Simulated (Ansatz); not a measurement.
Write a Python script for the Ansatz DFT code, driven from Python that makes a Hubbard U by linear response of MnO, space group Fm-3m. Use: PBE, PAW, cutoff 470 eV, 10×10×10 k-points, cold smearing of 0.15 eV, collinear spin.

```xyz
2
Lattice="0.0000 2.2230 2.2230 2.2230 0.0000 2.2230 2.2230 2.2230 0.0000" Properties=species:S:1:pos:R:3 pbc="T T T"
Mn    0.0000    0.0000    0.0000
O     2.2230    2.2230    2.2230
```

`lr_u_mno.py`
```python
"""Let the engine compute U for MnO."""

import ansatz as az


def main() -> None:
    lattice = az.Lattice.of(
        (0.0, 2.223, 2.223),
        (2.223, 0.0, 2.223),
        (2.223, 2.223, 0.0),
    )
    sites = [
        ("Mn", (0.0, 0.0, 0.0)),
        ("O", (0.5, 0.5, 0.5)),
    ]
    xtal = az.Crystal(lattice=lattice)
    for symbol, position in sites:
        xtal = xtal.atom(symbol, position)
    xtal = xtal.moments(Mn=2.8)

    job = (
        xtal.calculation()
        .functional(az.Functional.PBE)
        .spin("collinear")
        .kpoints(10, 10, 10)
        .basis(470)
        .occupations("Marzari-Vanderbilt", width=0.15)
        .hubbard("Mn", "d", u_eff="linear-response")
        .band_table()
    )
    # within one cell the perturbed atoms see their images, so U is that of this cell
    found = []


    def keep(event):
        if event["event"] == "lr_u_result":
            found.append(event["data"])


    done = job.session().plan().execute(on_event=keep)
    data = done.report
    for orbit in found[-1]["orbits"]:
        print(f"sites {orbit['sites']}: n0 = {orbit['n0']:.3f}, chi0 = {orbit['chi0_per_ev']:.4f}/eV, chi = {orbit['chi_per_ev']:.4f}/eV, U = {orbit['u_ev']:.2f} eV")
    print("cycles:", found[-1]["n_cycles"], " band edges:", data.get("band_edges_ev"))
    print(f"net moment {data['magnetization_mub']:.3f} muB, absolute {data['absolute_magnetization_mub']:.3f} muB")
    for index, (site, m) in enumerate(zip(done.lattice.sites, data["site_moments_mub"])):
        print(f"  {index:2d} {site.symbol:2s} {m:7.3f}")


if __name__ == "__main__":
    main()
```

```console
$ python lr_u_mno.py
sites [0]: n0 = 5.372, chi0 = -0.1032/eV, chi = -0.0759/eV, U = 3.48 eV
cycles: 1  band edges: [12.858624378160883, 12.90590693467954]
net moment 5.000 muB, absolute 5.000 muB
   0 Mn   4.269
   1 O    0.191
```

The magnetic order follows from the starting moments and needn't be the lowest. With one magnetic atom the cell can hold only ferromagnetic order. The starting cell is as deposited in a crystallographic database; the results hold for this polymorph, which needn't be the stable one. Gaps and levels are Kohn-Sham values on a finite set of k-points. The computed U depends on the projectors, on the cell (the perturbed atoms see their images) and on the spin treatment typed in the script; a run with no .spin step is spin-unpolarised. Wall time of the script: 12 s on 1 thread of Arm Neoverse V1, on a shared host, peak memory 0.37 GiB.
